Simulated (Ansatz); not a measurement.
## BrSr: an atomisation energy, step by step

Computed with Ansatz's Python interface.

Interactive session:
```pycon
>>> from collections import Counter
>>> import ansatz as az
>>> def energy_of(molecule, charge=0, unpaired=0):
...     calc = (
...         molecule.calculation()
...         .basis(gaussian='x2c-TZVPPall')
...         .functional('HF')
...     )
...     if charge:
...         calc = calc.charge(charge)
...     if unpaired:
...         calc = calc.spin('collinear', total=unpaired)
...     report = calc.run(threads=1).report
...     if report['published_state_doubts']:
...         print('  doubts:', report['published_state_doubts'])
...     return report['free_energy_ev']
...
>>> geometry_ang = [
...     ('Sr', (0.0, 0.0, 0.0)),
...     ('Br', (0.0, 0.0, 2.825)),
... ]
>>> brsr = az.Crystal.molecule()
>>> for symbol, xyz in geometry_ang:
...     brsr = brsr.atom(symbol, xyz)
...
>>> unpaired = {'Sr': 0, 'Br': 1}
>>> counts = Counter(site.symbol for site in brsr.cartesian_sites)
>>> atom_energy = {s: energy_of(az.Crystal.molecule().atom(s, (0, 0, 0)), 0, unpaired[s]) for s in counts}

>>> whole = energy_of(brsr, 0, 1)
>>> for s, e in atom_energy.items():
...     print(f'{s:2s} x{counts[s]}  {e:14.5f} eV')
...
Sr x1    -86460.05248 eV
Br x1    -70870.22086 eV
>>> print(f'BrSr: {whole:.5f} eV')
BrSr: -157333.61168 eV
>>> split = sum(counts[s] * e for s, e in atom_energy.items()) - whole
>>> print(f'atomisation energy (no zero-point term): {23.060548 * split:.1f} kcal/mol, {split / sum(counts.values()):.3f} eV an atom')
atomisation energy (no zero-point term): 77.0 kcal/mol, 1.669 eV an atom
```

77.0 kcal/mol from the electronic energies, without the zero-point term.

Caveats:
- Total energies depend on the basis set; only differences at equal settings carry meaning.
- The geometry is a force-field or estimated start, not a minimum of this method, and the basis set is short of its limit. All parts are taken at fixed geometry, without zero-point energy.
- The species is open-shell (spin multiplicity 2).
- Hartree-Fock leaves correlation out, so bond, atomisation and ionisation energies come out well too low.
- The spin-orbit lowering of heavy atoms is left out.
- The spin state was assumed, and another may lie lower.
- Wall time of the script: 7.4 s on 1 thread of Arm Neoverse V1 (shared host), peak memory 0.38 GiB.

(Lines on the test bed's own set-up are left out of the output.)
